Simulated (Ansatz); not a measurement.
Debugging a single point in a Gaussian basis of C₄H₁₀Si, SMILES CC=C[SiH2]C (Ansatz's Python interface).

Input file `c4h10si.xyz`:
```text
15

C    -1.82490    1.17130    1.55790
C    -1.17450    0.53720    0.41150
C    -0.25940   -0.39840    0.56230
Si    0.74880   -1.26260   -0.77280
C     2.06230   -0.25800   -1.46220
H    -1.70190    2.31180    1.49790
H    -1.50090    0.85960    2.52460
H    -2.91170    1.05220    1.47100
H    -1.47030    0.87110   -0.54330
H     0.07320   -0.71390    1.59430
H     1.20190   -2.54550   -0.20670
H    -0.25790   -1.59770   -1.84200
H     2.73860    0.02230   -0.68040
H     2.56560   -0.77380   -2.22050
H     1.68930    0.67360   -1.86230
```

Run as a notebook:

**Cell 1**
```python
import warnings

import ansatz as az
import numpy as np
```

**Cell 2**
```python
warnings.simplefilter("ignore", az.DeckWarning)
```

**Cell 3**
```python
c4h10si = az.Crystal.molecule_from_extxyz("c4h10si.xyz")
```

**Cell 4**
```python
calc = (
    c4h10si.calculation()
    .basis(gaussian="6-31G*")
    .functional("pbe0")
    .occupations("fermi_dirac", width=0.1)
    .forces()
)
result = calc.run(threads=1, backend="cpu")
rep = result.report
```
Output:
```text
Traceback (most recent call last):
  File "<cell 4>", line 8, in <module>
    result = calc.run(threads=1, backend="cpu")
  ...
ansatz.RefusalError: invalid value for `basis.gaussian`: such a run doesn't read scf.occupations; remove what it names
```

Find the fault and give the corrected session.

The fault: in this program a Gaussian-basis run takes no smearing. The correction:

```diff
--- before
+++ after
@@
     .functional("pbe0")
-    .occupations("fermi_dirac", width=0.1)
     .forces()
```

Notebook, run cell by cell (the value of a cell's last expression is shown):

(earlier cells as before)

**Cell 4**
```python
calc = (
    c4h10si.calculation()
    .basis(gaussian="6-31G*")
    .functional("pbe0")
    .forces()
)
result = calc.run(threads=1, backend="cpu")
rep = result.report
```

**Cell 5**
```python
{key: value for key, value in rep.items() if isinstance(value, (int, float)) and "ev" in key}
```
Output:
```text
{'free_energy_ev': -12178.897192154058, 'reference_energy_ev': -12178.897192154058}
```

**Cell 6**
```python
rep["positions_ang"]
```
Output:
```text
[[-1.8249, 1.1713, 1.5579], [-1.1745, 0.5372, 0.4115], [-0.2594, -0.3984, 0.5623],
 [0.7488, -1.2626, -0.7728], [2.0623, -0.258, -1.4622], [-1.7019, 2.3118, 1.4979],
 [-1.5009, 0.8596, 2.5246], [-2.9117, 1.0522, 1.471], [-1.4703, 0.8711, -0.5433],
 [0.0732, -0.7139, 1.5943], [1.2019, -2.5455, -0.2067], [-0.2579, -1.5977, -1.842],
 [2.7386, 0.0223, -0.6804], [2.5656, -0.7738, -2.2205], [1.6893, 0.6736, -1.8623]]
```

**Cell 7**
```python
for key in ("converged", "free_energy_ev", "reference_energy_ev", "n_frozen", "n_occupied", "n_virtual"):
    print(f"{key:22s} {rep[key]}")
```
Output:
```text
converged              True
free_energy_ev         -12178.897192154058
reference_energy_ev    -12178.897192154058
n_frozen               0
n_occupied             [24, 24]
n_virtual              [75, 75]
```

**Cell 8**
```python
symbols = [site.symbol for site in c4h10si.cartesian_sites]
print("forces (eV/A)")
for symbol, f in zip(symbols, rep["forces_ev_ang"]):
    print(f"  {symbol:2s} {f[0]:9.4f} {f[1]:9.4f} {f[2]:9.4f}")
```
Output:
```text
forces (eV/A)
  C    -1.2350    2.7779   -0.6752
  C     0.3105   -0.2455    1.2664
  C     2.1482   -1.5519    0.6545
  Si   -2.6695   -0.6175    0.3195
  C     0.1216    1.3161    0.4778
  H    -0.0085   -1.2952    0.1618
  H     0.4015   -0.4943    0.7345
  H    -0.1447   -0.1306    0.2336
  H    -0.4155    0.3616   -1.3334
  H    -0.6722    0.5400   -0.7711
  H     0.3206   -0.2641    0.1089
  H     0.2500   -0.0555   -0.0755
  H     0.8199    0.1217    0.5248
  H     1.0947   -0.8243   -1.3268
  H    -0.3217    0.3617   -0.2998
```

**Cell 9**
```python
charges = rep["charge_distribution"]
dipole = np.array(charges["dipole_moment_e_ang"]) * 4.803205
print("dipole (D): {:.3f} {:.3f} {:.3f}, length {:.3f}".format(*dipole, np.linalg.norm(dipole)))
print("atom  Mulliken   Lowdin")
for symbol, m, l in zip(symbols, charges["mulliken_charges_e"], charges["lowdin_charges_e"]):
    print(f"{symbol:4s} {m:9.3f} {l:8.3f}")
```
Output:
```text
dipole (D): 0.331 1.264 0.276, length 1.335
atom  Mulliken   Lowdin
C       -0.570   -0.339
C       -0.083   -0.154
C       -0.366   -0.294
Si       0.454    0.297
C       -0.757   -0.529
H        0.167    0.134
H        0.192    0.133
H        0.186    0.136
H        0.171    0.147
H        0.157    0.150
H       -0.079   -0.074
H       -0.089   -0.082
H        0.202    0.158
H        0.210    0.156
H        0.205    0.160
```

Notes:
- Total energies depend on the basis set; only differences at equal settings carry meaning.
- The geometry is a force-field or estimated start, not a minimum of this method, and the basis set is short of its limit.
- The Löwdin charges here are taken after orthogonalising the functions within each atom; they differ from plain Löwdin charges, and their signs can be unphysical.
- Run time: 5.7 s on 1 thread of Arm Neoverse V1, on a shared host, peak memory 0.27 GiB.
